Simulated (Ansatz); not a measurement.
# AlO2 (Cmcm) in Ansatz: settings compared

The runs below take AlO2 through relaxation of cell and atoms, with r2SCAN, PBE.

Program: Ansatz 0.2.0. These are calculated values, not measurements. Logs are shortened: lines on timing, memory, paths and dates and some standing lists are left out, and cuts for length are marked.

## Step 1: The crystal as given

The structure is orthorhombic, space group Cmcm (No. 63). The conventional cell has a = 2.976 Å, b = 10.806 Å, c = 3.647 Å, α = 90.00°, β = 90.00°, γ = 90.00°. Al (site symmetry m2m) is surrounded by 6 O at 1.87 to 2.02 Å. Around O (site symmetry m2m) lie 2 Al at 1.88 Å. Around O (site symmetry m2m) lie 4 Al at 1.87 to 2.02 Å.

The cell comes from a database or a generator and needn't be the stable form of this composition.

## Step 2: Relaxation of cell and atoms, r2SCAN

Input file input.yaml:

```yaml
crystal:
  lattice:
    - [1.488162, -5.402833, 0.0]
    - [1.488162, 5.402833, 0.0]
    - [0.0, 0.0, 3.646612]
  atoms:
    - { symbol: Al, position: [0.668133, 0.331867, 0.75] }
    - { symbol: Al, position: [0.331867, 0.668133, 0.25] }
    - { symbol: O, position: [0.061072, 0.938928, 0.75] }
    - { symbol: O, position: [0.938928, 0.061072, 0.25] }
    - { symbol: O, position: [0.294184, 0.705816, 0.75] }
    - { symbol: O, position: [0.705816, 0.294184, 0.25] }
hamiltonian:
  xc: r2scan
  pseudopotentials: { kind: paw }
kpoints:
  mp_grid: { grid: [9, 9, 7] }
scf:
  occupations: { method: fermi_dirac, width: 0.05 }
output:
  forces: true
  stress: true
  eigenvalues: true
  write_density: true
  write_potential: true
  elf: true
  volumetric_format: npy
relax:
  f_tol: 0.01
  max_steps: 40
  cell: { stress_tol: 0.05 }
```

Potentials or basis: Ansatz PAW.

Run with:

```console
> ansatz run input.yaml --threads 2 --pin off --max-ram 5632MiB --backend cpu --events-out ev --progress --plain --runs-dir out
```

The log of the run:

```text
Warning: RAYON_NUM_THREADS=2 ignored (pool sized by the plan → 2); use --threads N
Engine: ansatz 0.2.0, aarch64-unknown-linux-gnu
Pseudopotentials: kind: paw
Pseudopotential: Al, paw, valence charge 3, recommended cutoff 500 eV (meta_gga), Al.paw.azcp
Pseudopotential: O, paw, valence charge 6, recommended cutoff 500 eV (meta_gga), O.paw.azcp
Functional definition: r2SCAN
  parameter k0 = 0.174
  parameter k1 = 0.065
  parameter a1 = 4.9479
  exchange = r2scan_x(k0 = k0, k1 = k1, a1 = a1)
  correlation = r2scan_c
Crystal: 6 atoms, lattice volume = 58.640 Å³
Basis set: ecut = 500 eV, 1523 PW (Γ), exchange–correlation on 180×180×108 points (64 copies of the dense FFT grid, shifted against one another)
Bands: 21, of which v1, the nominal top of the filled ones, is band 15 counted from 1 (14 counted from 0)
Symmetry: 8 space group operations
Space group: Cmcm (ITA 63), of the structure as read, at distance tolerance 3.9e-5 Å
k-points: 100 of 567
Non-local potential: Al, projectors of the file, l = 0: 2, l = 1: 2, l = 2: 1
Non-local potential: O, projectors of the file, l = 0: 2, l = 1: 2, l = 2: 1
PAW form: soft (Blöchl's): semilocal exchange-correlation on the pseudo side does not see the compensation charge
PAW frozen core: Al, regenerated for the run's functional (the file was generated under x = pbe(κ = 0.804, μ = 0.2195149727645171), c = pbe(β = 0.06672455060314922))
PAW frozen core: O, regenerated for the run's functional (the file was generated under x = pbe(κ = 0.804, μ = 0.2195149727645171), c = pbe(β = 0.06672455060314922))
PAW one-centre angular grid: Al, 302 points (default); XC on 160 Gauss nodes
PAW one-centre angular grid: O, 302 points (default); XC on 160 Gauss nodes
Initial density: superposition of atomic densities (neutral atoms: chi_scale 0, normalization atom), corrected by the library's trained network
Initial wavefunctions: pseudopotential atomic-orbital guess
Functional: x = r2scan, c = r2scan; τ floored in thin density (d = 2e-4 eV/Å³)
SCF iter   1: F=—  HF=-3357.726191 eV  |F-HF|=—  |Δ(HF+E_count)|=         —  Δρ=1.78e-2  dr2=8.51e-2  dr2_τ=2.64e-1  ethr=1.77e-3  ⟨swp⟩=6.5  Hψ=11489  notcnv=0  defer=15
preconditioner: auto → Kerker (q_TF=auto, 2.440 Å⁻¹)  [metal: Δε(μ)=0.008 eV  Ē_g=16.889 eV  σ=0.050 eV  W_gap=0.04  n_scr=14 (ndim 8)  ℏωp=26.6 eV  f_vac=0.004  D(μ)=4.17/eV (n_scr^D=42)]
SCF iter   2: F=—  HF=-3357.967306 eV  |F-HF|=—  |Δ(HF+E_count)|=   2.41e-1  Δρ=9.14e-3  dr2=2.88e-2  dr2_τ=1.46e-3  ethr=2.84e-4  ⟨swp⟩=2.5  Hψ=4958  notcnv=0  defer=100
SCF iter   3: F=—  HF=-3357.961975 eV  |F-HF|=—  |Δ(HF+E_count)|=   5.33e-3  Δρ=2.12e-3  dr2=1.92e-3  dr2_τ=3.89e-4  ethr=9.61e-5  ⟨swp⟩=2.6  Hψ=3635  notcnv=0  defer=100
SCF iter   4: F=—  HF=-3357.961694 eV  |F-HF|=—  |Δ(HF+E_count)|=   2.81e-4  Δρ=8.62e-4  dr2=8.25e-4  dr2_τ=4.89e-5  ethr=6.38e-6  ⟨swp⟩=2.1  Hψ=3376  notcnv=0  defer=100
SCF iter   5: F=—  HF=-3357.961552 eV  |F-HF|=—  |Δ(HF+E_count)|=   1.42e-4  Δρ=3.94e-4  dr2=1.60e-4  dr2_τ=3.93e-6  ethr=2.75e-6  ⟨swp⟩=1.8  Hψ=2768  notcnv=0  defer=100
SCF iter   6: F=—  HF=-3357.961528 eV  |F-HF|=—  |Δ(HF+E_count)|=   2.37e-5  Δρ=3.47e-4  dr2=8.96e-5  dr2_τ=5.67e-6  ethr=5.33e-7  ⟨swp⟩=2.0  Hψ=3286  notcnv=0  defer=100
SCF iter   7: F=—  HF=-3357.961512 eV  |F-HF|=—  |Δ(HF+E_count)|=   1.59e-5  Δρ=8.77e-5  dr2=6.99e-6  dr2_τ=2.29e-7  ethr=2.99e-7  ⟨swp⟩=2.4  Hψ=3205  notcnv=0  defer=100
SCF iter   8: F=—  HF=-3357.961512 eV  |F-HF|=—  |Δ(HF+E_count)|=   4.05e-7  Δρ=3.09e-5  dr2=6.24e-7  dr2_τ=2.37e-8  ethr=2.33e-8  ⟨swp⟩=2.8  Hψ=3446  notcnv=0  defer=100
SCF iter   9: F=—  HF=-3357.961512 eV  |F-HF|=—  |Δ(HF+E_count)|=   4.17e-8  Δρ=1.69e-5  dr2=1.24e-7  dr2_τ=6.37e-9  ethr=2.08e-9  ⟨swp⟩=2.1  Hψ=3081  notcnv=0  defer=100
SCF iter  10: F=-3357.961512 eV  HF=-3357.961512 eV  |F-HF|=8.00e-11  |Δ(HF+E_count)|=   1.11e-8  Δρ=2.28e-6  dr2=2.64e-9  dr2_τ=8.30e-11  ethr=3.33e-10  ⟨swp⟩=13.3  Hψ=13827  notcnv=0
SCF 1 converged in 10 iterations: F = -3357.961512 eV  dr2 = 2.64e-9
relax step   1: F+E_penalty+E_count = -3357.96151189 eV  Δ(F+E_penalty+E_count) = +0.000e0 eV  max|allowed force component| = 7.859e-1 eV/Å  Δτ_max = 0.0000 Å  P = -7.403 GPa  Ω = 58.640 Å³  (10 SCF iters, dr2 threshold 1.00e-7 eV, accepted)
Crystal: 6 atoms, lattice volume = 54.791 Å³
[... 110 lines left out ...]
Crystal: 6 atoms, lattice volume = 51.272 Å³
iter 1 solved again at ethr=1.09e-8 eV; its pass at ethr=3.10e-3 eV (dr2=3.27e-6 eV) is discarded
SCF iter   1: F=—  HF=-3358.949504 eV  |F-HF|=—  |Δ(HF+E_count)|=         —  Δρ=8.21e-5  dr2=3.06e-6  dr2_τ=4.04e-6  ethr=1.09e-8  ⟨swp⟩=2.0  Hψ=10481  notcnv=0
preconditioner: auto → none  [insulator: Δε(μ)=1.106 eV  Ē_g=17.518 eV  σ=0.050 eV  W_gap=1.00  n_scr=12 (ndim 8)  ℏωp=28.4 eV  f_vac=0.000  D(μ)=0.00/eV (n_scr^D=0)  ε∞_Penn≈3.6]
SCF iter   2: F=—  HF=-3358.949506 eV  |F-HF|=—  |Δ(HF+E_count)|=   1.68e-6  Δρ=3.93e-5  dr2=4.13e-7  dr2_τ=1.18e-7  ethr=1.02e-8  ⟨swp⟩=2.0  Hψ=3439  notcnv=0
SCF iter   3: F=—  HF=-3358.949505 eV  |F-HF|=—  |Δ(HF+E_count)|=   6.47e-8  Δρ=1.28e-5  dr2=5.56e-8  dr2_τ=7.10e-9  ethr=1.38e-9  ⟨swp⟩=2.0  Hψ=3172  notcnv=0
SCF iter   4: F=-3358.949505 eV  HF=-3358.949505 eV  |F-HF|=4.87e-9  |Δ(HF+E_count)|=  5.61e-10  Δρ=6.29e-6  dr2=1.25e-8  dr2_τ=1.39e-9  ethr=1.45e-10  ⟨swp⟩=7.2  Hψ=10931  notcnv=0
SCF 11 converged in 4 iterations: F = -3358.949505 eV  dr2 = 1.25e-8
relax step  11: F+E_penalty+E_count = -3358.94950546 eV  Δ(F+E_penalty+E_count) = +6.957e-6 eV  max|allowed force component| = 1.311e-3 eV/Å  Δτ_max = 0.0001 Å  P = -0.014 GPa  Ω = 51.272 Å³  energy of the carried Pulay correction = -1.184e-5 eV  (4 SCF iters, dr2 threshold 4.36e-8 eV, accepted)
iter 1 solved again at ethr=2.71e-8 eV; its pass at ethr=3.10e-3 eV (dr2=8.13e-6 eV) is discarded
SCF iter   1: F=—  HF=-3358.949516 eV  |F-HF|=—  |Δ(HF+E_count)|=         —  Δρ=2.49e-5  dr2=1.87e-8  dr2_τ=1.93e-9  ethr=2.71e-8  ⟨swp⟩=3.2  Hψ=17238  notcnv=0
preconditioner: auto → none  [insulator: Δε(μ)=1.106 eV  Ē_g=17.519 eV  σ=0.050 eV  W_gap=1.00  n_scr=12 (ndim 8)  ℏωp=28.4 eV  f_vac=0.000  D(μ)=0.00/eV (n_scr^D=0)  ε∞_Penn≈3.6]
SCF iter   2: F=—  HF=-3358.949517 eV  |F-HF|=—  |Δ(HF+E_count)|=   7.85e-7  Δρ=1.23e-5  dr2=2.79e-9  dr2_τ=3.80e-8  ethr=6.22e-11  ⟨swp⟩=2.0  Hψ=3500  notcnv=0
SCF iter   3: F=—  HF=-3358.949518 eV  |F-HF|=—  |Δ(HF+E_count)|=   2.38e-7  Δρ=4.88e-6  dr2=5.51e-10  dr2_τ=5.91e-9  ethr=9.29e-12  ⟨swp⟩=2.0  Hψ=3556  notcnv=0
SCF iter   4: F=-3358.949518 eV  HF=-3358.949518 eV  |F-HF|=5.68e-11  |Δ(HF+E_count)|=   4.44e-8  Δρ=3.27e-7  dr2=2.48e-11  dr2_τ=1.28e-11  ethr=1.00e-12  ⟨swp⟩=4.5  Hψ=10612  notcnv=0
SCF 12 converged in 4 iterations: F = -3358.949518 eV  dr2 = 2.48e-11
relax step  12: F+E_penalty+E_count = -3358.94951757 eV  Δ(F+E_penalty+E_count) = -1.211e-5 eV  max|allowed force component| = 1.334e-3 eV/Å  Δτ_max = 0.0000 Å  P = -0.014 GPa  Ω = 51.272 Å³  stress off target by 1.71e-2 GPa  SCF on the basis re-selected at this cell (its energy is not comparable with the rows above)  (4 SCF iters)
basis re-selected at this cell: Δ(F+E_penalty+E_count) = -1.211e-5 eV, ΔP = -0.000 GPa vs the last step (what re-selecting the basis moved, of the pressure what is left beyond the Pulay correction that the steps carried, after the strain that the cell walked since its last selection, with what the two solves' SCF thresholds leave and, on support functions, any second-order correction that the steps lacked; it is no measure of the basis error at this ecutwfc). This SCF's stress stands 1.71e-2 GPa from its target on what of the cell is left free (relax.cell.stress_tol is 5.00e-2 GPa) and its largest allowed force component is 1.33e-3 eV/Å (relax.f_tol is 1.00e-2 eV/Å): within both
SCF converged after 4 iterations
Free energy (F): -3358.949518 eV
Harris-Foulkes:  -3358.949518 eV  (|F-HF|=5.68e-11)
Internal energy: -3358.949515 eV  (E = F + TS)
E sigma→0 (E₀):  -3358.949516 eV
Entropy (-TS):   -0.000002 eV (-0.000 meV/atom)
Fermi energy:    7.948575 eV
--- Per-component energies (eV) ---
  E_band       = -4.765516
  E_kinetic    = 764.677019
  E_local      = -1290.115865  (includes V_loc(G=0)·N_el)
  E_nonlocal   = 206.935372
  E_hartree    = 464.613332
  E_xc         = -371.597904
  E_vxc        = -492.146807  (∫ρ·V_xc dr)
  E_paw        = -1585.592130  (= ΣΔE_a)
  E_vpaw       = -153.816107  (= ΣTr[D̂ρ^β])
  E_aug_tail   = 0.003928  (compensation charges beyond the density's cutoff)
  E_vtau       = 30.470179  (kinetic-family band-sum trace: ∫τ·v_τ [+ j·A + Jᵃ·Aᵃ] dr)
  E_ewald      = -1547.625288
  E_core_change = -0.247980  (= ΣΔE_core)
  E_smearing   = -0.000002  (= −TS)
  E_closure    = -0.000000  (closes the sum)
  Σ components = -3358.949518   (vs F -3358.949518, Δ=0.00e0)
--- Forces (eV/Å), atoms counted from 1 ---
  atom   1  Al     0.00000000    -0.00031951     0.00000000
  atom   2  Al    -0.00000000     0.00031951     0.00000000
  atom   3  O      0.00000000    -0.00133421     0.00000000
  atom   4  O     -0.00000000     0.00133421     0.00000000
  atom   5  O     -0.00000000     0.00038221     0.00000000
  atom   6  O      0.00000000    -0.00038221     0.00000000
  max |Σ_I F_I| component: 3.47e-18 eV/Å
--- Stress (GPa, compression-positive) ---
       -0.017078       0.000000       0.000000
        0.000000      -0.010685       0.000000
        0.000000       0.000000      -0.015525
  P = ⅓ Tr σ = -0.0144 GPa (-0.144 kbar)
--- Band table (eV; the first three rows and the last of 100) ---
  k-point 0: bands = ["-14.0133", "-12.2912", "-10.1938", "-9.3738", "0.4110", "1.3832", "2.0455", "3.5671", "3.8995", "4.0191", "5.4464", "5.9146", "6.4353", "6.5615", "6.9583", "10.2557", "13.9322", "17.3820", "18.1458", "19.8808", "20.8021"]
  k-point 1: bands = ["-13.8591", "-12.1757", "-10.3648", "-9.6422", "0.6967", "0.7730", "3.0401", "3.1459", "4.0086", "4.1372", "5.5180", "5.8965", "6.2895", "6.6053", "6.7751", "9.9963", "14.3141", "17.6170", "17.9962", "19.3292", "20.9481"]
  k-point 2: bands = ["-13.4084", "-11.8465", "-10.9384", "-10.2010", "0.2826", "1.6891", "2.0215", "4.3219", "4.4794", "4.7154", "5.1083", "5.8945", "5.9696", "6.2897", "6.7431", "9.4240", "15.1328", "17.6282", "17.7447", "18.8586", "21.4107"]
  k-point 99: bands = ["-12.2398", "-11.9780", "-11.4075", "-11.2099", "1.2902", "1.9776", "2.6859", "3.5650", "4.5043", "4.9951", "5.1945", "5.3629", "5.5743", "5.8053", "7.1006", "8.6058", "16.4183", "17.1009", "18.4611", "18.8284", "20.6414"]
--- Relaxed structure (10 steps of the walk, 9 accepted, 2 SCFs on fresh bases) ---
  F+E_penalty+E_count = -3358.94951757 eV   max|allowed force component| = 1.334e-3 eV/Å   (the final SCF, on the basis selected at the relaxed cell)
  cell:  # Å, volume = 51.2719 Å³
    - [1.4518081314123292, -4.9157439282753215, 0.0]
    - [1.4518081314123292, 4.9157439282753215, 0.0]
    - [0.0, 0.0, 3.592118263606809]
  atoms:
    - { symbol: Al, position: [0.6622701900457609, 0.33772980995423907, 0.7500000000000001] }
    - { symbol: Al, position: [0.33772980995423907, 0.6622701900457609, 0.25] }
    - { symbol: O, position: [0.02880687461535847, 0.9711931253846415, 0.7500000000000001] }
    - { symbol: O, position: [0.9711931253846415, 0.02880687461535847, 0.25] }
    - { symbol: O, position: [0.2951119132433966, 0.7048880867566034, 0.7500000000000001] }
    - { symbol: O, position: [0.7048880867566034, 0.2951119132433966, 0.25] }
```

It took 1.8 min on 2 threads of Arm Neoverse V2, shared host; peak memory 0.68 GiB.

What came out:

| Quantity | Value |
| --- | --- |
| Free energy | -3358.9495 eV |
| Relaxed volume | 8.55 Å³/atom |
| Relaxed cell | a = 5.126 Å, b = 5.126 Å, c = 3.592 Å, α = 90.00°, β = 90.00°, γ = 147.09° |
| Space group after relaxing (to 0.05 Å) | Cmcm (No. 63) |
| Energy gained by relaxing | 164.7 meV/atom |
| Ionic steps | 11 |
| Pressure after relaxing | 0.0 GPa |
| Band gap on the k mesh | 1.11 eV, indirect (least direct gap 1.19 eV) |

Step by step:
| step | energy change (eV) | largest force (eV/Å) | volume (Å³) |
| --- | --- | --- | --- |
| 1 | 0.0000 | 0.7859 | 58.64 |
| 2 | -0.4338 | 1.8829 | 54.79 |
| 3 | -0.7900 | 1.4090 | 51.58 |
| 4 | -0.9205 | 0.7398 | 49.83 |
| 5 | -0.9870 | 0.1423 | 51.45 |
| 6 | -0.9919 | 0.0878 | 51.28 |
| 7 | -0.9927 | 0.0258 | 51.23 |
| 8 | -0.9929 | 0.0014 | 51.25 |
| 9 | -0.9880 | 0.0016 | 51.25 |
| 10 | -0.9880 | 0.0013 | 51.27 |
| 11 | -0.9880 | 0.0013 | 51.27 |

Final structure:
```xyz
6
Lattice="1.4518 -4.9157 0.0000 1.4518 4.9157 0.0000 0.0000 0.0000 3.5921" Properties=species:S:1:pos:R:3 pbc="T T T"
Al    1.4518   -1.5954    2.6941
Al    1.4518    1.5954    0.8980
O     1.4518    4.6325    2.6941
O     1.4518   -4.6325    0.8980
O     1.4518    2.0144    2.6941
O     1.4518   -2.0144    0.8980
```

Caveat: odd divisions of the mesh miss points on the zone boundary, where band edges often lie, so the gap on the mesh can be too wide; the plane-wave basis is chosen anew once the cell has moved, so the energies of steps on either side of that aren't comparable; the PAW data sets come from PBE, with cores solved anew for the run's functional, which leaves a small shift of forces and pressure. r2SCAN opens gaps a little over a GGA but as a rule still falls short of measured ones.

## Step 3: Relaxation of cell and atoms, PBE

Changes to input.yaml since step 2:

```diff
@@ -13,3 +13,3 @@
 hamiltonian:
-  xc: r2scan
+  xc: pbe
   pseudopotentials: { kind: paw }
@@ -23,6 +23,2 @@
   eigenvalues: true
-  write_density: true
-  write_potential: true
-  elf: true
-  volumetric_format: npy
 relax:
```

Potentials or basis: Ansatz PAW.

Run with:

```console
> ansatz run input.yaml --threads 2 --pin off --max-ram 5632MiB --backend cpu --events-out ev --progress --plain --runs-dir out
```

It took 51 s on 2 threads of Arm Neoverse V2, shared host; peak memory 0.41 GiB.

Results (log left out):

```
Free energy                            : -3347.6719 eV
Relaxed volume                         : 8.86 Å³/atom
Relaxed cell                           : a = 5.202 Å, b = 5.202 Å, c = 3.624 Å, α = 90.00°, β = 90.00°, γ = 147.19°
Space group after relaxing (to 0.05 Å) : Cmcm (No. 63)
Energy gained by relaxing              : 117.7 meV/atom
Ionic steps                            : 14
Pressure after relaxing                : 0.0 GPa
Band gap on the k mesh                 : 0.89 eV, indirect (least direct gap 0.97 eV)
```

The path:
```
step  energy change (eV)  largest force (eV/Å)  volume (Å³)
   1              0.0000                0.6977        58.64
   2             -0.2361                1.6039        55.94
   3             -0.4919                1.5052        53.88
   4             -0.5945                1.1025        51.48
   5             -0.7015                0.2270        54.12
   6             -0.7150                0.0990        53.67
   7             -0.7200                0.0207        53.42
   8             -0.7207                0.0434        53.32
   9             -0.7207                0.0020        53.33
  10             -0.7057                0.0026        53.33
  11             -0.7072                0.0032        53.15
  12             -0.7061                0.0032        53.15
  13             -0.7061                0.0018        53.14
  14             -0.7061                0.0018        53.14
```

Final structure:
```xyz
6
Lattice="1.4693 -4.9905 0.0000 1.4693 4.9905 0.0000 0.0000 0.0000 3.6237" Properties=species:S:1:pos:R:3 pbc="T T T"
Al    1.4693   -1.6204    2.7177
Al    1.4693    1.6204    0.9059
O     1.4693    4.6929    2.7177
O     1.4693   -4.6929    0.9059
O     1.4693    2.0505    2.7177
O     1.4693   -2.0505    0.9059
```

Levels at points of the mesh, in eV from the valence-band top:
```
           k point  band 11  band 12  band 13  band 14  band 15  band 16  band 17  band 18  band 19  band 20
(0.00, 0.00, 0.00)    -1.77    -1.33    -0.75    -0.66    -0.27     2.35     5.51     8.76     9.74    11.24
```

Caveat: odd divisions of the mesh miss points on the zone boundary, where band edges often lie, so the gap on the mesh can be too wide; the plane-wave basis is chosen anew once the cell has moved, so the energies of steps on either side of that aren't comparable; the pressure holds a Pulay correction of +0.9 GPa for the finite cutoff. A k mesh can miss the band edges.
